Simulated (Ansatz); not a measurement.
# MgSnO4: further runs on a relaxed guess

The task, for MgSnO4: see whether it has a gap, which orbitals make up the states near it and how charge is shared.

Method: DFT PBE, scalar-relativistic, plane waves, PAW, in Ansatz 0.2.0.

1 further run of the same task is left out (set aside as unsound or not needed).

**1. The starting structure**

Symmetry: P6/mmm, No. 191, hexagonal system. Conventional cell: a = 3.802 Å, b = 3.802 Å, c = 10.300 Å, α = 90.00°, β = 90.00°, γ = 120.00°. Mg (site symmetry 6/mmm) is surrounded by 6 O at 2.20 Å. Around Sn (site symmetry 6/mmm) lie 6 O at 2.20 Å. Around O (site symmetry -6m2) lie 3 Sn at 2.20 Å and 3 O at 2.20 Å. O (site symmetry -6m2) is surrounded by 3 Mg at 2.20 Å and 3 O at 2.20 Å.

Coordinates:

```
CELL_PARAMETERS angstrom
3.80247 0.00000 0.00000
-1.90124 3.29304 0.00000
0.00000 0.00000 10.29995
ATOMIC_POSITIONS crystal
Mg 0.00000 0.00000 0.00000
Sn 0.00000 0.00000 0.50000
O 0.33333 0.66667 0.50000
O 0.66667 0.33333 0.50000
O 0.33333 0.66667 0.00000
O 0.66667 0.33333 0.00000
```

The cell was relaxed beforehand at this level, from a generated guess; it needn't be the stable form of this composition. At a tolerance of 0.05 Å it has space group P6/mmm (No. 191); it has 21.50 Å³/atom, an uncorrected energy of -0.40 eV/atom over the elements.

**2. Bands, states and charges**

Contents of input.yaml:

```yaml
crystal:
  lattice:
    - [3.8024725439, 0.0, 0.0]
    - [-1.9012362719, 3.2930378202, 0.0]
    - [0.0, 0.0, 10.2999497962]
  atoms:
    - { symbol: Mg, position: [0.0, 0.0, 0.0] }
    - { symbol: Sn, position: [0.0, 0.0, 0.5] }
    - { symbol: O, position: [0.3333333333, 0.6666666667, 0.5] }
    - { symbol: O, position: [0.6666666667, 0.3333333333, 0.5] }
    - { symbol: O, position: [0.3333333333, 0.6666666667, 0.0] }
    - { symbol: O, position: [0.6666666667, 0.3333333333, 0.0] }
basis:
  ecutwfc: 420
kpoints:
  mp_grid: { grid: [12, 12, 4] }
  band_path:
    path:
      - [[0.0, 0.0, 0.0], [0.5, 0.0, 0.0], [0.33333333, 0.33333333, 0.0], [0.0, 0.0, 0.0], [0.0, 0.0, 0.5], [0.5, 0.0, 0.5], [0.33333333, 0.33333333, 0.5], [0.0, 0.0, 0.5]]
      - [[0.5, 0.0, 0.5], [0.5, 0.0, 0.0]]
      - [[0.33333333, 0.33333333, 0.5], [0.33333333, 0.33333333, 0.0]]
    npoints: 14
hamiltonian:
  xc: pbe
scf:
  occupations: { method: gaussian, width: 0.1 }
  n_extra_bands: 15
output:
  forces: true
  stress: true
  eigenvalues: true
  populations: true
  dos: { projected: true, de: 0.02, nscf_kmesh: { grid: [15, 15, 5] } }
  bader: true
```

On the command line:

```sh
ansatz run input.yaml --threads 1 --pin off --max-ram 2560MiB --backend cpu --events-out ev --progress --plain --runs-dir out
```

Standard output:

```text
Warning: RAYON_NUM_THREADS=1 ignored (pool sized by the plan → 1); use --threads N
scf.n_extra_bands = 15 over 24 filled bands (N_el = 48.0): the run solves 39 bands
Engine: ansatz 0.2.0, x86_64-unknown-linux-gnu
Pseudopotentials: kind: paw
Pseudopotential: Mg, paw, valence charge 10, recommended cutoff 420 eV (normal), Mg.paw.azcp
Pseudopotential: Sn, paw, valence charge 14, recommended cutoff 420 eV (normal), Sn.paw.azcp
Pseudopotential: O, paw, valence charge 6, recommended cutoff 420 eV (normal), O.paw.azcp
Functional definition: PBE
  parameter kappa = 0.804
  parameter beta = 0.06672455060314922
  exchange = pbe_x(kappa = kappa, mu = beta*pi^2/3)
  correlation = pbe_c(beta = beta)
Crystal: 6 atoms, lattice volume = 128.973 Å³
Basis set: ecut = 420 eV, 2543 PW (Γ), exchange–correlation on 54×54×144 points (8 copies of the dense FFT grid, shifted against one another)
Bands: 39, of which v1, the nominal top of the filled ones, is band 24 counted from 1 (23 counted from 0)
Symmetry: 24 space group operations
Space group: P6/mmm (ITA 191), of the structure as read, at distance tolerance 5.1e-5 Å
k-points: 57 of 576
Non-local potential: Mg, projectors of the file, l = 0: 3, l = 1: 2, l = 2: 1
Non-local potential: Sn, projectors of the file, l = 0: 2, l = 1: 2, l = 2: 2, l = 3: 2
Non-local potential: O, projectors of the file, l = 0: 2, l = 1: 2, l = 2: 1
PAW form: soft (Blöchl's): semilocal exchange-correlation on the pseudo side does not see the compensation charge
PAW one-centre angular grid: Mg, 110 points (default); XC on 64 Gauss nodes
PAW one-centre angular grid: Sn, 590 points (default); XC on 64 Gauss nodes
PAW one-centre angular grid: O, 110 points (default); XC on 64 Gauss nodes
Initial density: superposition of atomic densities (neutral atoms: chi_scale 0, normalization atom), corrected by the library's trained network
Initial wavefunctions: pseudopotential atomic-orbital guess
Functional: x = pbe(κ = 0.804, μ = 0.2195149727645171), c = pbe(β = 0.06672455060314922)
SCF iter   1: F=—  HF=-10211.174427 eV  |F-HF|=—  |Δ(HF+E_count)|=         —  Δρ=6.88e-2  dr2=2.41e1  ethr=1.77e-3  ⟨swp⟩=5.7  Hψ=9970  notcnv=0  defer=244
preconditioner: auto → LDOS  [metal: Δε(μ)=0.034 eV  Ē_g=18.242 eV  σ=0.100 eV  W_gap=0.19  n_scr=36 (ndim 8)  ℏωp=20.7 eV  f_vac=0.397  D(μ)=3.21/eV (n_scr^D=24)  β→1.0]
SCF iter   2: F=—  HF=-10210.252866 eV  |F-HF|=—  |Δ(HF+E_count)|=   9.22e-1  Δρ=3.04e-2  dr2=2.43e0  ethr=1.77e-3  ⟨swp⟩=2.1  Hψ=3013  notcnv=0  defer=477
SCF iter   3: F=—  HF=-10210.388633 eV  |F-HF|=—  |Δ(HF+E_count)|=   1.36e-1  Δρ=2.21e-2  dr2=2.30e0  ethr=1.77e-3  ⟨swp⟩=2.0  Hψ=3034  notcnv=0  defer=450
SCF iter   4: F=—  HF=-10210.300295 eV  |F-HF|=—  |Δ(HF+E_count)|=   8.83e-2  Δρ=7.23e-3  dr2=1.93e-1  ethr=1.77e-3  ⟨swp⟩=2.0  Hψ=2077  notcnv=0  defer=450
SCF iter   5: F=—  HF=-10210.297459 eV  |F-HF|=—  |Δ(HF+E_count)|=   2.84e-3  Δρ=5.29e-3  dr2=1.24e-1  ethr=4.03e-4  ⟨swp⟩=1.0  Hψ=2679  notcnv=0  defer=450
SCF iter   6: F=—  HF=-10210.296579 eV  |F-HF|=—  |Δ(HF+E_count)|=   8.81e-4  Δρ=3.33e-3  dr2=2.24e-2  ethr=2.58e-4  ⟨swp⟩=2.0  Hψ=1992  notcnv=0  defer=450
SCF iter   7: F=—  HF=-10210.296522 eV  |F-HF|=—  |Δ(HF+E_count)|=   5.61e-5  Δρ=3.25e-3  dr2=2.53e-2  ethr=4.67e-5  ⟨swp⟩=1.0  Hψ=1757  notcnv=0  defer=450
SCF iter   8: F=—  HF=-10210.295917 eV  |F-HF|=—  |Δ(HF+E_count)|=   6.05e-4  Δρ=1.88e-3  dr2=9.73e-3  ethr=4.67e-5  ⟨swp⟩=1.0  Hψ=1757  notcnv=0  defer=450
SCF iter   9: F=—  HF=-10210.295616 eV  |F-HF|=—  |Δ(HF+E_count)|=   3.02e-4  Δρ=2.33e-4  dr2=1.27e-4  ethr=2.03e-5  ⟨swp⟩=1.0  Hψ=1757  notcnv=0  defer=450
SCF iter  10: F=—  HF=-10210.295612 eV  |F-HF|=—  |Δ(HF+E_count)|=   4.02e-6  Δρ=3.13e-5  dr2=3.74e-6  ethr=2.66e-7  ⟨swp⟩=1.0  Hψ=1757  notcnv=0  defer=450
SCF iter  11: F=—  HF=-10210.295598 eV  |F-HF|=—  |Δ(HF+E_count)|=   1.32e-5  Δρ=5.61e-6  dr2=1.57e-7  ethr=7.79e-9  ⟨swp⟩=2.0  Hψ=2999  notcnv=0  defer=450
SCF iter  12: F=-10210.295598 eV  HF=-10210.295598 eV  |F-HF|=8.41e-9  |Δ(HF+E_count)|=   1.44e-8  Δρ=1.71e-6  dr2=8.76e-9  ethr=2.08e-10  ⟨swp⟩=12.7  Hψ=12924  notcnv=0
SCF 1 converged in 12 iterations: F = -10210.295598 eV  dr2 = 8.76e-9
NSCF: frozen V_eff on 129 k-points
NSCF: frozen V_eff on 81 k-points
SCF converged after 12 iterations
Free energy (F): -10210.295598 eV
Harris-Foulkes:  -10210.295598 eV  (|F-HF|=8.41e-9)
Internal energy: -10210.268819 eV  (E = F + TS)
E sigma→0 (E₀):  -10210.282209 eV
Entropy (-TS):   -0.026780 eV (-4.463 meV/atom)
Fermi energy:    2.318860 eV
--- Per-component energies (eV) ---
  E_band       = -699.439338
  E_kinetic    = 953.097505
  E_local      = -6505.063169  (includes V_loc(G=0)·N_el)
  E_nonlocal   = 257.852060
  E_hartree    = 2814.701534
  E_xc         = -701.423006
  E_vxc        = -503.306068  (∫ρ·V_xc dr)
  E_paw        = -5063.436240  (= ΣΔE_a)
  E_vpaw       = -531.432345  (= ΣTr[D̂ρ^β])
  E_aug_tail   = 0.009175  (compensation charges beyond the density's cutoff)
  E_ewald      = -1966.006679
  E_smearing   = -0.026780  (= −TS)
  E_closure    = 0.000000  (closes the sum)
  Σ components = -10210.295598   (vs F -10210.295598, Δ=0.00e0)
--- Forces (eV/Å), atoms counted from 1 ---
  atom   1  Mg    -0.00000000    -0.00000000     0.00000000
  atom   2  Sn    -0.00000000     0.00000000     0.00000000
  atom   3  O     -0.00000000     0.00000000     0.00000000
  atom   4  O      0.00000000    -0.00000000    -0.00000000
  atom   5  O     -0.00000000     0.00000000     0.00000000
  atom   6  O      0.00000000    -0.00000000    -0.00000000
  max |Σ_I F_I| component: 3.70e-17 eV/Å
--- Stress (GPa, compression-positive) ---
       -0.004600       0.000000       0.000000
        0.000000      -0.004600       0.000000
        0.000000       0.000000       0.048457
  P = ⅓ Tr σ = 0.0131 GPa (0.131 kbar)
--- Band table (eV; the first three rows and the last of 57) ---
  k-point 0: bands = ["-72.0396", "-38.9229", "-38.7298", "-38.7298", "-19.8382", "-19.2701", "-19.2701", "-19.0992", "-19.0992", "-16.8611", "-15.6445", "-13.4327", "-12.3421", "-2.3650", "-1.9361", "-1.9361", "-1.1692", "-1.1692", "-0.5507", "-0.3990", "-0.3990", "-0.1232", "1.5209", "1.9215", "1.9215", "2.4740", "5.2199", "5.3778", "8.4648", "9.0506", "11.6685", "11.6685", "13.3072", "14.3259", "15.9756", "15.9756", "16.0885", "16.0885", "16.3439"]
  k-point 1: bands = ["-72.0396", "-38.9229", "-38.7298", "-38.7298", "-19.8382", "-19.2701", "-19.2701", "-19.0992", "-19.0992", "-16.8611", "-15.6445", "-13.4327", "-12.3421", "-2.3631", "-1.9360", "-1.9360", "-1.1691", "-1.1691", "-0.5710", "-0.3989", "-0.3989", "-0.1022", "1.5212", "1.9216", "1.9216", "2.4743", "4.9004", "5.9205", "7.6529", "9.9404", "11.6684", "11.6684", "12.3666", "15.3521", "15.8174", "15.8174", "16.3696", "16.3696", "16.3742"]
  k-point 2: bands = ["-72.0396", "-38.9229", "-38.7298", "-38.7298", "-19.8382", "-19.2701", "-19.2701", "-19.0992", "-19.0992", "-16.8611", "-15.6445", "-13.4327", "-12.3421", "-2.3612", "-1.9362", "-1.9362", "-1.1693", "-1.1693", "-0.5894", "-0.3990", "-0.3990", "-0.0828", "1.5210", "1.9214", "1.9214", "2.4740", "4.7670", "6.7130", "6.7213", "11.0351", "11.2222", "11.6682", "11.6682", "15.7497", "15.7497", "16.3964", "16.3964", "16.4887", "16.6663"]
  k-point 56: bands = ["-72.0394", "-38.9225", "-38.7340", "-38.7340", "-19.4509", "-19.2882", "-19.2882", "-19.2191", "-19.2191", "-15.1463", "-15.1463", "-14.1503", "-14.1503", "-6.6423", "-2.7302", "-1.0679", "-1.0679", "-0.0351", "-0.0351", "0.6711", "0.6711", "0.9947", "0.9947", "2.3889", "3.4003", "3.6711", "3.9408", "8.5608", "8.7137", "9.4895", "9.4895", "10.2828", "10.2828", "12.7358", "12.7358", "13.1168", "13.8342", "13.8342", "14.4203"]
--- Löwdin populations: 6 sites ---
  site symbol       q [e]
     0     Mg      8.3683
     1     Sn     12.4741
     2      O      6.6654
     3      O      6.6654
     4      O      6.7782
     5      O      6.7782
  spilling = 0.005631 (of n_electrons = 48.000000)
--- Bader charges: 6 sites ---
  site symbol  charge [e]  shift [e]
     0     Mg      1.7313     0.0020
     1     Sn      2.0591     0.0053
     2      O     -0.9977     0.0027
     3      O     -0.9977     0.0027
     4      O     -0.8976     0.0010
     5      O     -0.8976     0.0010
  estimated error of the sums over rays = 1.7e-4 e
```

It took 3.8 min on 1 thread of Intel Xeon at 2.50GHz (Skylake/Cascade Lake), shared host; peak memory 0.66 GiB.

Site by site:

```csv
atom,Löwdin electrons,Bader charge (e),Bader volume (Å³)
Mg1,8.37,+1.73,7.2
Sn2,12.47,+2.06,19.3
O3,6.67,-1.00,15.2
O4,6.67,-1.00,15.2
O5,6.78,-0.90,19.2
O6,6.78,-0.90,19.2
```

The Löwdin counts miss 0.27 of the 48 electrons, which the atomic orbitals do not span, so they are no charges.

bands.tsv at the labelled points (eV, zero at the Fermi level; the bands nearest the Fermi level):

```tsv
point	band 21	band 22	band 23	band 24	band 25	band 26	band 27	band 28
Γ	-2.72	-2.44	-0.80	-0.40	-0.40	0.15	2.90	3.06
M	-1.78	-0.88	-0.22	-0.01	0.80	1.78	2.10	5.80
K	-1.65	-1.32	-1.32	0.07	1.08	1.35	1.62	6.17
Γ	-2.72	-2.44	-0.80	-0.40	-0.40	0.15	2.90	3.06
A	-2.72	-2.40	-0.80	-0.40	-0.40	0.15	2.45	4.39
L	-1.77	-0.88	-0.22	-0.01	0.80	1.78	2.09	5.97
H	-1.65	-1.32	-1.32	0.07	1.08	1.35	1.62	6.24
A	-2.72	-2.40	-0.80	-0.40	-0.40	0.15	2.45	4.39
L	-1.77	-0.88	-0.22	-0.01	0.80	1.78	2.09	5.97
M	-1.78	-0.88	-0.22	-0.01	0.80	1.78	2.10	5.80
H	-1.65	-1.32	-1.32	0.07	1.08	1.35	1.62	6.24
K	-1.65	-1.32	-1.32	0.07	1.08	1.35	1.62	6.17
```

States per cell in windows of 1 eV, from dos.tsv and pdos.tsv (zero at the Fermi level):

| from | to | total | Sn 5s | Sn 5p | O 2p |
| --- | --- | --- | --- | --- | --- |
| -8 | -7 | 0.74 | 0.30 | 0.02 | 0.38 |
| -7 | -6 | 0.55 | 0.11 | 0.05 | 0.37 |
| -6 | -5 | 1.34 | 0.06 | 0.17 | 1.05 |
| -5 | -4 | 2.63 | 0.01 | 0.22 | 2.26 |
| -4 | -3 | 3.42 | 0.15 | 0.15 | 2.93 |
| -3 | -2 | 4.38 | 0.08 | 0.14 | 3.95 |
| -2 | -1 | 3.14 | 0.02 | 0.06 | 2.98 |
| -1 | 0 | 5.19 | 0.03 | 0.04 | 4.92 |
| 0 | 1 | 1.94 | 0.07 | 0.03 | 1.78 |
| 1 | 2 | 2.49 | 0.61 | 0.50 | 1.26 |
| 2 | 3 | 1.50 | 0.00 | 1.13 | 0.28 |
| 3 | 4 | 0.19 | 0.00 | 0.01 | 0.01 |
| 4 | 5 | 0.77 | 0.02 | 0.06 | 0.08 |
| 5 | 6 | 1.96 | 0.02 | 0.25 | 0.14 |

A further 27 or so states lie below the table's range.

**3. A run with other settings**

Contents of input.yaml:

```yaml
crystal:
  lattice:
    - [3.8024725439, 0.0, 0.0]
    - [-1.9012362719, 3.2930378202, 0.0]
    - [0.0, 0.0, 10.2999497962]
  atoms:
    - { symbol: Mg, position: [0.0, 0.0, 0.0] }
    - { symbol: Sn, position: [0.0, 0.0, 0.5] }
    - { symbol: O, position: [0.3333333333, 0.6666666667, 0.5] }
    - { symbol: O, position: [0.6666666667, 0.3333333333, 0.5] }
    - { symbol: O, position: [0.3333333333, 0.6666666667, 0.0] }
    - { symbol: O, position: [0.6666666667, 0.3333333333, 0.0] }
basis:
  ecutwfc: 420
kpoints:
  mp_grid: { grid: [12, 12, 4] }
hamiltonian:
  xc: pbe
scf:
  max_iter: 80
output:
  forces: true
  eigenvalues: true
  stress: true
```

On the command line:

```sh
ansatz run input.yaml --threads 1 --pin off --max-ram 2560MiB --backend cpu --events-out ev --progress --plain --runs-dir out
```

Standard output:

```text
Error: YAML parse error: `scf.occupations.method` is required: fixed only where the cell keeps a band gap throughout the run, explicit beside scf.occupations.values (under evaluate: without them), else a smearing such as fermi_dirac (scf.occupations.width is optional; its entry in the input reference gives the default)
```

Wall time 0.14 s (1 thread of Intel Xeon at 2.50GHz (Skylake/Cascade Lake), shared host); peak memory 0.027 GiB.

**4. Why it ended so**

The program refused the input before any cycle. It says: «`scf.occupations.method` is required: fixed only where the cell keeps a band gap throughout the run, explicit beside scf.occupations.values (under evaluate: without them) ...»

In the input, scf.occupations.method is missing; scf.occupations.width is missing. The input leaves out something that has no default.

What to do: set scf.occupations.method to gaussian and scf.occupations.width to 0.1.

**5. What came out**

```
                 quantity                                   value
                      gap                            none (metal)
states at the Fermi level                    4.60 per eV per cell
            Bader charges  Mg +1.73, Sn +2.06, O -1.00 to -0.90 e
```

In words: Bands cross the Fermi level: a metal at this level of theory. Of the projected weight within 0.25 eV of the Fermi level, the largest part is O 2p (97 %). Bader charges reach 2.1 e, so charge transfer in this metal is strong.
